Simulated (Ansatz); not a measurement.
# CH₇FN₂Si: basis-set convergence

One table from this session's results is given with a row withheld; the runs are named, their logs left out.

The runs use Ansatz 0.2.0, Gaussian basis; one geometry, several basis sets.

Levels to be run: PBE0-D4/def2-SVP; ωB97M-V/def2-SVP; PBE0-D4/def2-QZVPP; ωB97M-V/def2-QZVPP; the functionals' def2-TZVPP values are taken from earlier runs.

## Structure used throughout

The geometry comes from an earlier relaxation with PBE0-D4 in a triple-zeta def2 set; it is a stationary point, not always the lowest conformer.

SMILES `NC[SiH](N)F`, 12 atoms, charge 0, spin multiplicity 1.

Atoms are counted from 1 here; the program's logs count them from 0.

Bond lengths: N1–C2 1.465 Å, N1–H6 1.012 Å, N1–H7 1.012 Å, C2–Si3 1.869 Å, C2–H8 1.095 Å, C2–H9 1.100 Å, Si3–N4 1.694 Å, Si3–F5 1.613 Å, Si3–H10 1.482 Å, N4–H11 1.008 Å, N4–H12 1.005 Å. Angles: C2–N1–H6 110.4°, C2–N1–H7 111.1°, H6–N1–H7 106.8°, N1–C2–Si3 108.5°, N1–C2–H8 108.7°, N1–C2–H9 114.7°, Si3–C2–H8 106.9°, Si3–C2–H9 111.1°, H8–C2–H9 106.6°, C2–Si3–N4 107.2°, C2–Si3–F5 106.3°, C2–Si3–H10 114.8°, N4–Si3–F5 113.7°, N4–Si3–H10 110.0°, F5–Si3–H10 105.0°, Si3–N4–H11 118.1°, Si3–N4–H12 123.7°, H11–N4–H12 112.9°.

Set-up of the first run:

in.yaml

```yaml
crystal:
  periodic: [false, false, false]
  atoms:
    - {symbol: N, position_ang: [-0.859254, 0.847317, 1.120084]}
    - {symbol: C, position_ang: [-0.595386, 0.869808, -0.320700]}
    - {symbol: Si, position_ang: [0.795436, -0.323635, -0.688273]}
    - {symbol: N, position_ang: [0.367405, -1.815695, -0.010320]}
    - {symbol: F, position_ang: [2.126447, 0.322421, -0.045340]}
    - {symbol: H, position_ang: [-0.074501, 1.235205, 1.628829]}
    - {symbol: H, position_ang: [-1.666741, 1.411922, 1.351750]}
    - {symbol: H, position_ang: [-1.481478, 0.497030, -0.845084]}
    - {symbol: H, position_ang: [-0.380879, 1.866780, -0.734176]}
    - {symbol: H, position_ang: [1.107459, -0.490976, -2.127511]}
    - {symbol: H, position_ang: [-0.153006, -1.813416, 0.853344]}
    - {symbol: H, position_ang: [0.891600, -2.662058, -0.148503]}
basis:
  gaussian: {orbitals: def2-SVP}
hamiltonian: {xc: pbe0, dispersion: d4}
output: {orbitals: {seedname: orbitals}}
```

Among the steps run: PBE0-D4 in def2-SVP; ωB97M-V in def2-SVP; PBE0-D4 in def2-QZVPP; ωB97M-V in def2-QZVPP.

One of the session's tables, all rows but one given; the rest of the session is left out.

It belongs to the step «Density functionals: the series». 

| functional | basis | HOMO (eV) | LUMO (eV) |
| --- | --- | --- | --- |
| PBE0-D4 | def2-SVP | -6.75 | 1.41 |
| PBE0-D4 | def2-TZVPP | -7.04 | 0.68 |
| PBE0-D4 | def2-QZVPP | ? | ? |
| ωB97M-V | def2-SVP | -9.14 | 3.11 |
| ωB97M-V | def2-TZVPP | -9.43 | 2.14 |
| ωB97M-V | def2-QZVPP | -9.49 | 1.57 |

Estimate the missing values for PBE0-D4, def2-QZVPP.

The run gave: HOMO (eV): -7.09; LUMO (eV): 0.34. In the column «HOMO (eV)» it lies between ωB97M-V, def2-SVP (-9.14) and PBE0-D4, def2-TZVPP (-7.04).
